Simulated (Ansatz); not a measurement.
# TaN: the cost of one run

Computed with Ansatz 0.2.0 (DFT PBEsol+U (U = 2 eV, J = 0.9 eV on Ta d), plane waves, PAW, no spin–orbit coupling unless a run says so, unless a step's input says otherwise).

**1. Starting point**

It takes space group P-62m (No. 189, hexagonal). The conventional cell has a = 5.196 Å, b = 5.196 Å, c = 2.911 Å, α = 90.00°, β = 90.00°, γ = 120.00°. Around Ta (site symmetry -6) lie 6 N at 2.16 Å. Around Ta (site symmetry -62m) lie 3 N at 2.04 Å. N (site symmetry m2m) has 5 Ta at 2.04 to 2.16 Å as nearest neighbours.

Coordinates:

```
CELL_PARAMETERS angstrom
5.19600 0.00000 0.00000
-2.59800 4.49987 0.00000
0.00000 0.00000 2.91100
ATOMIC_POSITIONS crystal
Ta 0.33333 0.66667 0.50000
Ta 0.66667 0.33333 0.50000
Ta 0.00000 0.00000 0.00000
N 0.39285 0.00000 0.00000
N 0.60715 0.60715 0.00000
N 0.00000 0.39285 0.00000
```

**2. Ferromagnetic start, free, symmetry kept, no search**

input.yaml

```yaml
crystal:
  lattice:
    - [5.19600015, 0.0, 0.0]
    - [-2.59800008, 4.49986813, 0.0]
    - [0.0, 0.0, 2.9109996]
  atoms:
    - { symbol: Ta, position: [0.3333333333, 0.6666666667, 0.5], spin: 2.0 }
    - { symbol: Ta, position: [0.6666666667, 0.3333333333, 0.5], spin: 2.0 }
    - { symbol: Ta, position: [0.0, 0.0, 0.0], spin: 2.0 }
    - { symbol: "N", position: [0.39285, 0.0, 0.0] }
    - { symbol: "N", position: [0.60715, 0.60715, 0.0] }
    - { symbol: "N", position: [0.0, 0.39285, 0.0] }
basis:
  ecutwfc: 420
  ecutrho_ratio: 4
kpoints:
  mp_grid: { grid: [4, 4, 6] }
hamiltonian:
  xc: pbesol
  hubbard:
    sites:
      - { site: 0, l: d, u: 2.0, j: 0.9 }
      - { site: 1, l: d, u: 2.0, j: 0.9 }
      - { site: 2, l: d, u: 2.0, j: 0.9 }
scf:
  occupations: { method: gaussian, width: 0.05 }
  lower_state_search: "off"
  max_iter: 150
output:
  forces: true
  stress: true
  eigenvalues: true
  populations: true
  hubbard: { sites: [{ site: 0, l: d }, { site: 1, l: d }, { site: 2, l: d }] }
magnetization:
  spin_polarized: true
```

On the command line:

```
$ ansatz run input.yaml --threads 4 --pin off --max-ram 6144MiB --backend cpu --events-out ev --progress --plain --runs-dir out
```

**Question.** How long does this run take on 4 threads of AMD EPYC 9R45 (Zen 5), shared host, and how much memory does it need?

About 1.9 s, with a peak of 0.44 GiB.
